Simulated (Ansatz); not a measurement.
# C₂H₄SSi: ionisation energy by level of theory

An exercise on one series of results from a longer session: the logs are not shown, and one member is left open.

Method: unrestricted cation, the program's frozen cores in correlated methods; program: Ansatz 0.2.0, Gaussian basis.

Plan: UKS PBE-D4/def2-TZVPP; UKS r2SCAN-D4/def2-TZVPP; UKS PBE0-D4/def2-TZVPP; UKS B3LYP-D4/def2-TZVPP; UKS wB97X-V/def2-TZVPP; UKS wB97M-V/def2-TZVPP; UKS B2PLYP/def2-TZVPP; UHF-CCSD(T)/def2-TZVPP; UHF-MP2/def2-QZVPP; extrapolation to the limit; then −ε(HOMO) from the neutral's earlier runs with LDA (SPW92), PBE-D4, revPBE-D4, BLYP-D4, r2SCAN-D4, B97M-V, PBE0-D4, B3LYP-D4, r2SCANh-D4, r2SCAN0-D4, HSE06-D4, BHLYP-D4, CAM-B3LYP-D4, LC-ωPBE, ωB97X-V, ωB97M-V.

## The geometry

An earlier PBE0-D4 in a triple-zeta def2 set relaxation fixed the geometry.

SMILES `[SiH3]C#CS`, 8 atoms, charge 0, spin multiplicity 1.

Atoms are counted from 1 here; the program's logs count them from 0.

Bond lengths: Si1–C2 1.816 Å, Si1–H5 1.484 Å, Si1–H6 1.484 Å, Si1–H7 1.484 Å, C2–C3 1.214 Å, C3–S4 1.675 Å, S4–H8 1.347 Å. Angles: C2–Si1–H5 110.0°, C2–Si1–H6 110.0°, C2–Si1–H7 108.6°, H5–Si1–H6 109.2°, H5–Si1–H7 109.5°, H6–Si1–H7 109.5°, Si1–C2–C3 179.1°, C2–C3–S4 175.3°, C3–S4–H8 96.8°.

The first run:

Contents of in.yaml:

```yaml
crystal:
  periodic: [false, false, false]
  atoms:
    - {symbol: Si, position_ang: [-0.315292, 1.472240, -0.615073]}
    - {symbol: C, position_ang: [-0.112845, -0.193987, 0.079267]}
    - {symbol: C, position_ang: [0.040467, -1.305685, 0.541211]}
    - {symbol: S, position_ang: [0.116073, -2.848310, 1.189562]}
    - {symbol: H, position_ang: [-1.150976, 1.412343, -1.840213]}
    - {symbol: H, position_ang: [-0.967813, 2.361019, 0.378551]}
    - {symbol: H, position_ang: [1.025169, 2.010566, -0.955584]}
    - {symbol: H, position_ang: [1.457316, -2.965287, 1.166381]}
basis:
  gaussian: {orbitals: def2-TZVPP}
total_charge: 1
magnetization: {spin_polarized: true, initial_magnetization: 1}
hamiltonian: {xc: pbe, dispersion: d4}
```

Steps of the session up to this table: Cation, UKS PBE-D4/def2-TZVPP; Cation, UKS r2SCAN-D4/def2-TZVPP; Cation, UKS PBE0-D4/def2-TZVPP; Cation, UKS B3LYP-D4/def2-TZVPP; Cation, UKS wB97X-V/def2-TZVPP; Cation, UKS wB97M-V/def2-TZVPP; Cation, UKS B2PLYP (frozen core)/def2-TZVPP; Cation, UHF-CCSD(T)/def2-TZVPP; Cation, UHF-MP2/def2-QZVPP.

One table of the session follows, with a row left open; its other results are not shown here.

Orbital estimates, from the neutral's runs:

```
  functional  −ε(HOMO) (eV)
 LDA (SPW92)           6.04
      PBE-D4           5.91
   revPBE-D4           5.86
     BLYP-D4           5.73
   r2SCAN-D4           6.13
      B97M-V           6.20
     PBE0-D4           7.02
    B3LYP-D4           6.79
  r2SCANh-D4           6.54
  r2SCAN0-D4           7.17
    HSE06-D4           6.63
    BHLYP-D4           7.98
CAM-B3LYP-D4              ?
     LC-ωPBE           9.61
     ωB97X-V           9.24
     ωB97M-V           9.10
```

Estimate the missing values for CAM-B3LYP-D4.

As computed: −ε(HOMO) (eV): 8.26. In the column «−ε(HOMO) (eV)» it lies between BHLYP-D4 (7.98) and ωB97M-V (9.10).
